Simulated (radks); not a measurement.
**Yb⁺ in [Kr] 4d10 4f14 5p6 6s1 6p2: an all-electron calculation**

Wanted: eigenvalues, radial structure and energy terms of the ytterbium ion Yb+.

The numbers are computed with radks (a radial shooting solver on a logarithmic mesh, Libxc functionals) version 1 (Dirac Kohn-Sham, RPBE, spin-unpolarised, spherical densities, point nucleus; open shells fill j = l - 1/2 first), except any that are marked as measured or tabulated.

### Step 1. The atom as given

* element: ytterbium (Z = 70)
* charge: +1
* electrons: 69
* configuration: [Kr] 4d10 4f14 5p6 6s1 6p2

### Step 2. The run

Input:

```text
Z 70
configuration [Kr] 4d10 4f14 5p6 6s1 6p2
relativity Dirac
functional rpbe,pbe
spin unpolarised
j_filling energy
nucleus point
c 137.035999084
```

**Question.** What will this run give?

As calculated:

| quantity | value |
| --- | --- |
| total energy | -14071.6744 hartree |
| exchange-correlation share of it | 2.09 % |
| −T/E | 1.1111 |
| highest occupied level | 6p1/2, -8.930 eV |
| most extended occupied level | 6p1/2, <r> = 3.69 bohr |
| radius at density 0.001 e/bohr³ | 5.07 bohr |
| maxima of the radial density | 4 |

**Reading.** 6 principal shells are occupied and 4 maxima appear in the radial density; where shells overlap, one shows as a shoulder or not at all. −T/E is 1.111: with relativity the kinetic term as defined here no longer equals −E. This is not the tabulated ground configuration, so its levels and sizes aren't those of the ground state, and no measured value stands beside it.
